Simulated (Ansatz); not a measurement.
AlF2H3Si, SMILES F[SiH](F)[AlH2], a geometry optimisation

With Ansatz 0.2.0 through its Python package.

Contents of `alf2h3si.xyz`:
```text
7

F    -0.01390   -1.45820    1.73070
Si    0.64730   -0.66680    0.38650
F     0.98040   -1.82110   -0.79670
Al   -0.76980    0.93480   -0.51900
H     1.88950    0.00420    0.79090
H    -1.35570    2.15590    0.38340
H    -1.31640    0.78310   -2.02160
```

The cells in order, each with its output:

**Cell 1**
```python
import ansatz
import numpy as np

alf2h3si = ansatz.Crystal.molecule_from_extxyz('alf2h3si.xyz')
```

**Cell 2**
```python
model = (
    alf2h3si.calculation()
    .basis(gaussian='def2-SVP')
    .functional('HF')
)
symbols = [site.symbol for site in alf2h3si.cartesian_sites]
start = np.array([site.position_ang for site in alf2h3si.cartesian_sites], dtype=float)
def progress(event):
    if event['event'] == 'relax_step':
        row = event['data']
        print(f'step {row["step"]:3d}  E = {row["lagrangian_ev"]:.6f} eV  largest force component {row["allowed_force_max_ev_ang"]:.4f} eV/A')
```

**Cell 3**
```python
data = model.relax(force_tolerance=0.005).session().plan().execute(on_event=progress).report
end = np.array(data['positions_ang'])
```
Output:
```text
step   1  E = -19897.583886 eV  largest force component 3.0754 eV/A
step   2  E = -19897.973834 eV  largest force component 1.7361 eV/A
step   3  E = -19898.046489 eV  largest force component 0.5661 eV/A
step   4  E = -19898.057073 eV  largest force component 0.0387 eV/A
step   5  E = -19898.057666 eV  largest force component 0.0268 eV/A
step   6  E = -19898.057986 eV  largest force component 0.0339 eV/A
step   7  E = -19898.058327 eV  largest force component 0.0490 eV/A
step   8  E = -19898.058724 eV  largest force component 0.0845 eV/A
step   9  E = -19898.059239 eV  largest force component 0.0739 eV/A
step  10  E = -19898.060663 eV  largest force component 0.0696 eV/A
step  11  E = -19898.060808 eV  largest force component 0.1814 eV/A
step  12  E = -19898.061756 eV  largest force component 0.1301 eV/A
step  13  E = -19898.063356 eV  largest force component 0.0395 eV/A
step  14  E = -19898.064300 eV  largest force component 0.0242 eV/A
step  15  E = -19898.060063 eV  largest force component 0.2269 eV/A
step  16  E = -19898.059027 eV  largest force component 0.3525 eV/A
step  17  E = -19898.064572 eV  largest force component 0.0134 eV/A
step  18  E = -19898.065379 eV  largest force component 0.0523 eV/A
step  19  E = -19898.063671 eV  largest force component 0.1719 eV/A
step  20  E = -19898.065952 eV  largest force component 0.0507 eV/A
step  21  E = -19898.066228 eV  largest force component 0.0632 eV/A
step  22  E = -19898.066561 eV  largest force component 0.0805 eV/A
step  23  E = -19898.066837 eV  largest force component 0.0829 eV/A
step  24  E = -19898.067045 eV  largest force component 0.0766 eV/A
step  25  E = -19898.067170 eV  largest force component 0.0535 eV/A
step  26  E = -19898.067276 eV  largest force component 0.0225 eV/A
step  27  E = -19898.067301 eV  largest force component 0.0140 eV/A
step  28  E = -19898.067311 eV  largest force component 0.0064 eV/A
step  29  E = -19898.067315 eV  largest force component 0.0046 eV/A
```

**Cell 4**
```python
print('reference energy %16.6f eV' % data['reference_energy_ev'])
print('total energy     %16.6f eV' % data['free_energy_ev'])
print('occupied orbitals outside the frozen core (up, down):', data['n_occupied'], ' frozen:', data['n_frozen'], ' virtual:', data['n_virtual'])
```
Output:
```text
reference energy    -19898.067315 eV
total energy        -19898.067315 eV
occupied orbitals outside the frozen core (up, down): [24, 24]  frozen: 0  virtual: [55, 55]
```

**Cell 5**
```python
print('final positions (A) and the move of each atom')
for symbol, xyz, old in zip(symbols, end, start):
    print(f'{symbol:2s} {xyz[0]:10.5f} {xyz[1]:10.5f} {xyz[2]:10.5f}   {np.linalg.norm(xyz - old):7.4f}')
with open('alf2h3si_opt.xyz', 'w') as handle:
    handle.write(f'{len(symbols)}\nrelaxed AlF2H3Si\n')
    handle.writelines(f'{s:2s} {x:11.6f} {y:11.6f} {z:11.6f}\n' for s, (x, y, z) in zip(symbols, end))
```
Output:
```text
final positions (A) and the move of each atom
F    -0.13125   -1.78995    1.21701    0.6227
Si    0.69393   -0.65898    0.41555    0.0555
F     1.44438   -1.43004   -0.78644    0.6069
Al   -0.89645    0.98885   -0.53889    0.1391
H     1.74797   -0.18265    1.33006    0.5879
H    -0.77122    2.51831   -0.16351    0.8787
H    -2.02596    0.48635   -1.51958    0.9185
```

It writes `alf2h3si_opt.xyz`:
```text
7
relaxed AlF2H3Si
F    -0.131251   -1.789949    1.217012
Si    0.693926   -0.658976    0.415546
F     1.444381   -1.430036   -0.786438
Al   -0.896447    0.988853   -0.538892
H     1.747970   -0.182649    1.330062
H    -0.771219    2.518313   -0.163512
H    -2.025960    0.486346   -1.519577
```

Notes:
- The settings weren't tested for convergence.
- The end point is the stationary point reached from this start; no frequency run checks that it is a minimum, and the basis set is modest.
- Wall time of the script: 44 s on 1 thread of Intel(R) Xeon(R) Platinum 8259CL CPU @ 2.50GHz (Skylake/Cascade Lake) (shared host), peak memory 0.22 GiB.

(Lines on the test bed's own set-up are left out of the output.)
